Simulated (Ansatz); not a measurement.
A run of Ansatz 0.2.0 is set up as follows.

File input.yaml:

```yaml
crystal:
  lattice:
    - [3.1974455988, 0.0, 0.0]
    - [-1.5987227994, 2.7690691158, 0.0]
    - [0.0, 0.0, 7.942745]
  atoms:
    - { symbol: Se, position: [0.0, 0.0, 0.0] }
    - { symbol: Ti, position: [0.6666666667, 0.3333333333, 0.5] }
    - { symbol: Ti, position: [0.3333333333, 0.6666666667, 0.772902] }
    - { symbol: Ti, position: [0.3333333333, 0.6666666667, 0.227098] }
kpoints:
  mp_grid: { grid: [8, 8, 3] }
  band_path:
    path:
      - [0.0, 0.0, 0.0]
      - [0.5, 0.0, 0.0]
      - [0.3333333333, 0.3333333333, 0.0]
      - [0.0, 0.0, 0.0]
      - [0.0, 0.0, 0.5]
      - [0.5, 0.0, 0.5]
      - [0.3333333333, 0.3333333333, 0.5]
      - [0.0, 0.0, 0.5]
    npoints: 8
scf:
  occupations: { method: fermi_dirac, width: 0.05 }
hamiltonian:
  xc: pbesol
  pseudopotentials: { kind: all_electron, lapw: { basis_error: 0.002 } }
magnetization:
  noncollinear: true
  spin_orbit: true
output:
  forces: true
  stress: true
  eigenvalues: true
```

Potentials or basis: all-electron LAPW, relativistic spinors.

Command:

```bash
$ ansatz run input.yaml --threads 2 --pin off --max-ram 8192MiB --backend cpu --events-out ev --progress --plain --runs-dir out
```

(1) Estimate the band gap along the path.

(2) What does it give for the largest force?

Answers

(1) none (metal or under the smearing width).

(2) 0.116 eV/Å.

Caveat: the k mesh is thin for a metal, which can move the energy by tens of meV per atom.
